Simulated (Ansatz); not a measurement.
# AsO radical: a ladder of functionals and wavefunction methods

How much do the methods differ for AsO radical? The plan is to run it at one geometry with functionals of several rungs and with coupled cluster. The yardstick is the atomisation energy at the CCSD(T) limit.

Program: Ansatz 0.2.0, Gaussian basis. Level of theory: functionals in def2-TZVPP, the program's frozen cores in correlated methods. These are calculated values, not measurements.

Levels to be run: LDA (SPW92), PBE-D4, revPBE-D4, BLYP-D4, r2SCAN-D4, B97M-V, PBE0-D4, B3LYP-D4, r2SCANh-D4, r2SCAN0-D4, HSE06-D4, BHLYP-D4, CAM-B3LYP-D4, LC-ωPBE, ωB97X-V, ωB97M-V, B2PLYP, PBE-QIDH; CCSD(T)/def2-SVP; CCSD(T)/def2-TZVPP; CCSD(T)/def2-QZVPP; extrapolation to the limit; RPA on PBE.

**1. Structure used throughout**

All runs share one geometry, relaxed beforehand with PBE0-D4 in a triple-zeta def2 set.

SMILES `O=[As]`, 2 atoms, charge 0, spin multiplicity 2.

Atoms are counted from 1 here; the program's logs count them from 0.

Bond lengths: O1–As2 1.615 Å.

**2. LDA**

This LDA is Slater exchange with PW92 correlation.

File in.yaml:

```yaml
crystal:
  periodic: [false, false, false]
  atoms:
    - {symbol: O, position_ang: [-0.685856, 0.247927, -0.346814]}
    - {symbol: As, position_ang: [0.685856, -0.247927, 0.346814]}
basis:
  gaussian: {orbitals: def2-TZVPP}
magnetization: {spin_polarized: true, initial_magnetization: 1}
hamiltonian: {xc: lda}
output: {orbitals: {seedname: orbitals}}
```

Run with:

```
> ansatz run in.yaml --threads 2 --pin off --events-out ev --progress --plain --max-ram 32768MiB --backend cpu
```

After this run come: PBE-D4 (GGA); revPBE-D4 (GGA); BLYP-D4 (GGA); r2SCAN-D4 (meta-GGA); B97M-V (meta-GGA); B3LYP-D4 (hybrid); r2SCANh-D4 (hybrid); r2SCAN0-D4 (hybrid); HSE06-D4 (hybrid); BHLYP-D4 (hybrid); CAM-B3LYP-D4 (range-separated); LC-ωPBE (range-separated); ωB97X-V (range-separated); ωB97M-V (range-separated); B2PLYP (double hybrid); PBE-QIDH (double hybrid); CCSD(T) in def2-SVP; CCSD(T) in def2-TZVPP; CCSD(T) in def2-QZVPP; RPA on PBE orbitals.

Q: Predict the results of all the runs planned. Wanted: atomisation energy, CCSD(T)/CBS; farthest beyond LDA; mean size of error, GGA; mean size of error, meta-GGA; mean size of error, hybrid; mean size of error, range-separated; mean size of error, double hybrid; gap, smallest and largest; T1 diagnostic.

As calculated:

| quantity | value |
| --- | --- |
| atomisation energy, CCSD(T)/CBS | 112.0 kcal/mol |
| functionals within 1.1 kcal/mol (1.0 %) | ωB97M-V |
| farthest beyond LDA | BHLYP-D4 (-16.6 kcal/mol) |
| mean size of error, GGA | 13.3 kcal/mol |
| mean size of error, meta-GGA | 3.6 kcal/mol |
| mean size of error, hybrid | 6.6 kcal/mol |
| mean size of error, range-separated | 2.9 kcal/mol |
| mean size of error, double hybrid | 5.3 kcal/mol |
| gap, smallest and largest | -0.10 eV (LDA (SPW92)), 7.31 eV (LC-ωPBE) |
| T1 diagnostic | 0.0703 |
| triples share of the correlation energy | 4.5 % |

**Reading.** The LDA atomisation energy is off by 42.4 kcal/mol (38 %): it overbinds. PBE-D4 misses by +15.6 kcal/mol. Double hybrids carry the basis error of their MP2 part in triple zeta, and no dispersion term here, so their miss is partly the set-up's. Taken by rung, range-separated functionals do best (2.9 kcal/mol on average) and GGA ones worst beyond LDA (13.3 kcal/mol). The gap between the best rungs is small, so their order is not settled. RPA and LDA stand outside this count. The reference freezes the cores and leaves out relativity and excitations past (T), and its outer-core shells are covered unevenly, so misses under about 1.1 kcal/mol can't be ranked. Hartree-Fock recovers 26 % of the binding; the rest is correlation. CCSD(T) in def2-SVP is off by -21.9 kcal/mol, so the small basis spoils what the method gains. Orbital gaps span -0.1 to 7.3 eV; exact exchange widens them. A negative gap means that an empty level lies below a filled one: whole occupations of an open shell aren't an aufbau state there. The T1 diagnostic, 0.070, is well above the customary 0.045, so CCSD(T) itself is less safe here. The UHF reference is spin-contaminated (⟨S²⟩ = 1.27 against 0.75). Correlated methods include outer-core shells of As, which these sets cover unevenly.
